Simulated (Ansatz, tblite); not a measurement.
**Ge(iPr)2Cl2 (C6H14Cl2Ge): rung by rung**

An exercise on one series of results from a longer session: the logs are not shown, and one member is left open.

The runs use Ansatz 0.2.0, Gaussian basis; as each input shows.

Levels to be run: GFN1-xTB, GFN2-xTB, PBE-D4/def2-TZVP, r2SCAN-D4/def2-TZVP, B3LYP-D4/def2-TZVP, PBE-QIDH/def2-TZVP, PBE-D4/def2-SVP, PBE0-D4/def2-SVP, HF/STO-3G, MP2/def2-SVP.

2 further runs of the same task are left out: 2 set aside as unsound or not needed. Runs told in other sessions of the task aren't counted.

## The geometry

The singlet was relaxed beforehand with PBE-D4/def2-SVP.

23 atoms, charge 0, spin multiplicity 1.

Bond lengths: Ge1–C2 1.978 Å, Ge1–C12 1.978 Å, Ge1–Cl22 2.197 Å, Ge1–Cl23 2.198 Å, C2–C3 1.534 Å, C2–C4 1.531 Å, C2–H5 1.113 Å, C3–H6 1.110 Å, C3–H7 1.110 Å, C3–H8 1.111 Å, C4–H9 1.111 Å, C4–H10 1.108 Å, C4–H11 1.110 Å, C12–C13 1.534 Å, C12–C14 1.531 Å, C12–H15 1.113 Å, C13–H16 1.110 Å, C13–H17 1.110 Å and more. Angles: C2–Ge1–C12 119.0°, C2–Ge1–Cl22 108.0°, C2–Ge1–Cl23 107.0°, C12–Ge1–Cl22 107.0°, C12–Ge1–Cl23 108.0°, Cl22–Ge1–Cl23 107.3°, Ge1–C2–C3 109.2°, Ge1–C2–C4 110.8°, Ge1–C2–H5 104.0°, C3–C2–C4 113.3°, C3–C2–H5 109.7°, C4–C2–H5 109.5°, C2–C3–H6 112.5°, C2–C3–H7 111.1°, C2–C3–H8 110.5°, H6–C3–H7 107.8°, H6–C3–H8 107.3°, H7–C3–H8 107.4° and more.

PBE0-D4/def2-TZVP was run before; its log isn't repeated, and its numbers join the tables.

The first run:

Tight binding, by tblite at 300 K electronic temperature and without a spin-polarisation term:

```python
tblite.interface.Calculator('GFN1-xTB', numbers, positions, charge=0, uhf=0).singlepoint()
```

Tight binding, by tblite at 300 K electronic temperature and without a spin-polarisation term:

```python
tblite.interface.Calculator('GFN2-xTB', numbers, positions, charge=0, uhf=0).singlepoint()
```

start.molden holds the orbitals of an earlier run on this state, given as this run's starting guess.

Input file in.yaml:

```yaml
crystal:
  periodic: [false, false, false]
  atoms:
    - {symbol: Ge, position_ang: [-0.664529, -0.037494, -0.464040]}
    - {symbol: C, position_ang: [-0.820824, 0.211646, 1.492478]}
    - {symbol: C, position_ang: [-0.084075, -0.929031, 2.206937]}
    - {symbol: C, position_ang: [-2.289381, 0.337403, 1.907984]}
    - {symbol: H, position_ang: [-0.296980, 1.174908, 1.683950]}
    - {symbol: H, position_ang: [0.991853, -0.972818, 1.938258]}
    - {symbol: H, position_ang: [-0.534734, -1.912948, 1.960515]}
    - {symbol: H, position_ang: [-0.144966, -0.802366, 3.308824]}
    - {symbol: H, position_ang: [-2.371691, 0.510685, 3.001902]}
    - {symbol: H, position_ang: [-2.789975, 1.178329, 1.388009]}
    - {symbol: H, position_ang: [-2.850530, -0.589346, 1.668374]}
    - {symbol: C, position_ang: [1.135599, -0.190735, -1.270433]}
    - {symbol: C, position_ang: [1.966423, 1.043185, -0.895316]}
    - {symbol: C, position_ang: [1.036019, -0.417112, -2.781217]}
    - {symbol: H, position_ang: [1.568127, -1.095337, -0.787290]}
    - {symbol: H, position_ang: [2.072522, 1.165624, 0.202541]}
    - {symbol: H, position_ang: [1.508100, 1.971021, -1.296098]}
    - {symbol: H, position_ang: [2.990000, 0.967236, -1.320093]}
    - {symbol: H, position_ang: [2.046786, -0.542232, -3.224215]}
    - {symbol: H, position_ang: [0.441373, -1.321065, -3.020061]}
    - {symbol: H, position_ang: [0.551829, 0.446930, -3.281134]}
    - {symbol: Cl, position_ang: [-1.665524, 1.654823, -1.445162]}
    - {symbol: Cl, position_ang: [-1.795431, -1.851308, -0.974724]}
basis:
  gaussian: {orbitals: def2-TZVP, initial_orbitals: start.molden}
hamiltonian: {xc: pbe, dispersion: d4}
scf: {omitted_lower_state_checks: [starts]}
output: {orbitals: {seedname: orbitals}}
```

Started as:

```bash
> ansatz run in.yaml --threads 4 --pin off --events-out ev --progress --plain --max-ram 6963MiB
```

Among the steps run: PBE-D4/def2-TZVP; r2SCAN-D4/def2-TZVP; B3LYP-D4/def2-TZVP; PBE-QIDH/def2-TZVP; PBE-D4/def2-SVP; PBE0-D4/def2-SVP; HF/STO-3G; MP2/def2-SVP.

One of the session's tables, all rows but one given; the rest of the session is left out.

It belongs to the step «Binding energy». 

```
              level  binding an atom (eV)
          HF/STO-3G                 3.836
        HF/def2-SVP                 3.029
    PBE-D4/def2-SVP                 4.060
   PBE-D4/def2-TZVP                     ?
r2SCAN-D4/def2-TZVP                 3.971
 B3LYP-D4/def2-TZVP                 3.948
   PBE0-D4/def2-SVP                 4.021
  PBE0-D4/def2-TZVP                 3.984
       MP2/def2-SVP                 3.830
```

Estimate the missing values for PBE-D4/def2-TZVP.

**Answer.** binding an atom (eV): 4.026. In the column «binding an atom (eV)» it lies between PBE0-D4/def2-SVP (4.021) and PBE-D4/def2-SVP (4.060).

Limits of these values: Free atoms were run apart at each level; binding is atoms less cluster, divided by the number of atoms, without zero-point or spin-orbit terms.
